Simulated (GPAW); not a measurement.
Set up this calculation in GPAW 26.7.0, as an ASE script.

```yaml
Task: relaxation of cell and atoms
Functional: PBEsol
Potentials_or_basis: PAW data sets generated in the run's folder for this functional
Cutoff: 600 eV
Basis: pw
k_mesh: 7 × 7 × 7
Occupations: fermi-dirac, width 0.05 eV
Spin: no spin polarisation
Target_pressure: 20 GPa
Maxiter: 150
Optimizer: BFGS
Fmax: 0.02 eV/Å
Max_steps: 60
Target_pressure: 20 GPa
Convergence: density=1e-05 forces=0.0001
```

Ge3Pd:

```
Pd Ge
1.0
     4.14202    0.00000    0.00000
     0.00000    4.14202    0.00000
     0.00000    0.00000    4.14202
Pd Ge
1 3
Direct
  0.00000 0.00000 0.00000
  0.50000 0.50000 0.00000
  0.50000 0.00000 0.50000
  0.00000 0.50000 0.50000
```

The cell comes from a database or a generator and needn't be the stable form of this composition.

The input as run:

run.py

```python
from ase import Atoms
from ase.filters import FrechetCellFilter
from ase.io import write
from ase.optimize import BFGS
from ase.units import GPa
from gpaw import GPAW, PW, setup_paths

setup_paths.insert(0, '.')

atoms = Atoms(['Pd', 'Ge', 'Ge', 'Ge'],
              cell=[[4.142023, 0.0, 0.0],
                    [0.0, 4.142023, 0.0],
                    [0.0, 0.0, 4.142023]],
              scaled_positions=[[0.0, 0.0, 0.0],
                                [0.5, 0.5, 0.0],
                                [0.5, 0.0, 0.5],
                                [0.0, 0.5, 0.5]],
              pbc=True)

calc = GPAW(mode=PW(600),
            xc='PBEsol',
            kpts={'size': (7, 7, 7), 'gamma': True},
            occupations={'name': 'fermi-dirac', 'width': 0.05},
            nbands=27,
            convergence={'density': 1e-05, 'forces': 0.0001},
            maxiter=150,
            txt='gpaw.txt')
atoms.calc = calc
opt = BFGS(FrechetCellFilter(atoms, scalar_pressure=20 * GPa), trajectory='relax.traj', logfile='-')
done = opt.run(fmax=0.02, steps=60)
calc.write('gs.gpw')
write('result.traj', atoms)
print('Converged:', done)
print('Cell:', atoms.cell.cellpar().round(4))
print('Volume:', round(atoms.get_volume(), 4))
print(atoms.get_scaled_positions().round(5))
```

Potentials or basis: PAW data sets generated in the run's folder for this functional, pw.

Command:

```bash
$ gpaw-setup -f PBEsol Ge Pd
$ OMP_NUM_THREADS=1 python run.py
```

It gave:

```
Relaxed volume                                         : 14.71 Å³/atom
Relaxed cell                                           : a = 3.889 Å, b = 3.889 Å, c = 3.889 Å, α = 90.00°, β = 90.00°, γ = 90.00°
Space group after relaxing (to 0.05 Å)                 : Pm-3m (No. 221)
Energy change on relaxing (the enthalpy is what falls) : +102.4 meV/atom
Ionic steps                                            : 5
Pressure after relaxing                                : 20.0 GPa
Band gap on the k mesh                                 : none (metal or under the smearing width)
```

Caveat: later steps reuse the first step's grids; the volume moved by over 15 % at a fixed basis, so the end points are rough.

Wall time 110 s on 1 thread of Arm Neoverse V2, with other jobs on the host, peak memory 0.23 GiB.
